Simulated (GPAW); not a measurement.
Input of a GPAW 26.7.0 run:

The input run.py:

```python
from ase import Atoms
from ase.dft.bandgap import bandgap
from ase.io import write
from ase.units import GPa
from gpaw import GPAW, PW, setup_paths

setup_paths.insert(0, '.')

atoms = Atoms(['Pt', 'Pt', 'Mo'],
              cell=[[-1.374, 1.9575, 4.119],
                    [1.374, -1.9575, 4.119],
                    [1.374, 1.9575, -4.119]],
              scaled_positions=[[0.353, 0.353, 0.0],
                                [0.647, 0.647, 0.0],
                                [0.0, 0.0, 0.0]],
              pbc=True)

calc = GPAW(mode=PW(600),
            xc='PBEsol',
            kpts={'size': (12, 12, 12), 'gamma': True},
            occupations={'name': 'fermi-dirac', 'width': 0.05},
            nbands=41,
            convergence={'density': 1e-05, 'energy': 1e-05},
            maxiter=150,
            txt='gpaw.txt')
atoms.calc = calc
energy = atoms.get_potential_energy()
forces = atoms.get_forces()
stress = atoms.get_stress()
calc.write('gs.gpw')
write('result.traj', atoms)
print(f'Energy: {energy:.6f} eV')
print('Forces (eV/A):')
print(forces.round(4))
print('Stress (GPa):', (stress / GPa).round(3))
print('Fermi level:', round(calc.get_fermi_level(), 4), 'eV')
print(f'Gap: {bandgap(calc)[0]:.4f} eV, direct: {bandgap(calc, direct=True)[0]:.4f} eV')
```

Potentials or basis: PAW data sets generated in the run's folder for this functional, pw.

Run with:

```bash
$ gpaw-setup -f PBEsol Mo Pt
$ OMP_NUM_THREADS=1 python run.py
```

**Question.** What does it give for the pressure?

**Answer.** 10.7 GPa.

**Question.** What does it give for the band gap on the k mesh?

**Answer.** None (metal or under the smearing width).

**Question.** Predict the largest force.

**Answer.** 4.843 eV/Å.

Stress tensor (GPa, compression positive):
```
 2.10  0.00  0.00
 0.00  4.25  0.00
 0.00  0.00 25.69
```

Caveat: forces of over 1 eV/Å show positions far from the minimum, so gaps and moduli don't describe the material at rest; the program warned that so skewed a cell can give wrong results. The run has no spin-orbit coupling, so splittings on Pt are missing.
